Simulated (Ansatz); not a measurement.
Geometry optimisation, Ansatz, DFT PBE, scalar-relativistic, plane waves, PAW.

input.yaml

```yaml
crystal:
  lattice:
    - [0.0, 5.43, 5.43]
    - [5.43, 0.0, 5.43]
    - [5.43, 5.43, 0.0]
  atoms:
    - { symbol: Si, position: [0.0, 0.0, 0.0] }
    - { symbol: Si, position: [0.125, 0.125, 0.125] }
    - { symbol: Si, position: [0.0, 0.0, 0.5] }
    - { symbol: Si, position: [0.125, 0.125, 0.625] }
    - { symbol: Si, position: [0.0, 0.5, 0.0] }
    - { symbol: Si, position: [0.125, 0.625, 0.125] }
    - { symbol: Si, position: [0.0, 0.5, 0.5] }
    - { symbol: Si, position: [0.125, 0.625, 0.625] }
    - { symbol: Si, position: [0.5, 0.0, 0.0] }
    - { symbol: Si, position: [0.625, 0.125, 0.125] }
    - { symbol: Si, position: [0.5, 0.0, 0.5] }
    - { symbol: Si, position: [0.625, 0.125, 0.625] }
    - { symbol: Si, position: [0.5, 0.5, 0.0] }
    - { symbol: Si, position: [0.625, 0.625, 0.125] }
    - { symbol: Si, position: [0.5, 0.5, 0.5] }
    - { symbol: Si, position: [0.625, 0.625, 0.625] }
    - { symbol: Cu, position: [0.2552434, 0.7492487, 0.7490259], spin: 1.0 }
magnetization:
  spin_polarized: true
basis:
  ecutwfc: 420.0
kpoints:
  mp_grid: { grid: [2, 2, 2] }
hamiltonian:
  xc: pbe
  pseudopotentials: { kind: paw, azcp: { folder: soft_1 } }
scf:
  occupations: { method: fermi_dirac, width: 0.02 }
  lower_state_search: "off"
relax:
  f_tol: 0.03
  max_steps: 60
  adjacent_minimum: "off"
output:
  write_density: true
  write_potential: true
  elf: true
  volumetric_format: npy
```

Run as:

```bash
$ ansatz run input.yaml --threads 2 --pin off --max-ram 5120MiB --backend cpu --events-out ev --progress --plain --runs-dir out
```

Problem. Where does it end, and by what steps?

Solution. The run converged. Limits of this set-up: coarse k mesh. After 3 steps the energy has fallen by 0.056 eV; Si16 moved furthest, 0.04 Å.

```csv
step,energy less start (eV),largest force component (eV/Å),accepted
0,0.0000,0.503,yes
1,-0.0498,0.179,yes
2,-0.0557,0.031,yes
3,-0.0561,0.003,yes
```

```xyz
17
Lattice="0.0000 5.4300 5.4300 5.4300 0.0000 5.4300 5.4300 5.4300 0.0000" Properties=species:S:1:pos:R:3
Si 0.008 -0.001 -0.001
Si 1.356 1.357 1.357
Si 2.717 2.706 0.000
Si 4.091 4.053 1.378
Si 2.716 0.000 2.706
Si 4.091 1.378 4.053
Si 5.428 2.722 2.722
Si 6.771 4.057 4.056
Si 0.000 2.713 2.713
Si 1.354 4.069 4.069
Si 2.713 5.431 2.725
Si 4.075 6.789 4.070
Si 2.713 2.724 5.431
Si 4.075 4.070 6.789
Si 5.422 5.433 5.433
Si 6.763 6.813 6.813
Cu 8.143 5.439 5.440
```

Whether the end is a true minimum wasn't checked by a vibrational analysis.

The run took 69 s on 2 threads of Arm Neoverse V1, on a shared host, peak memory 0.76 GiB.
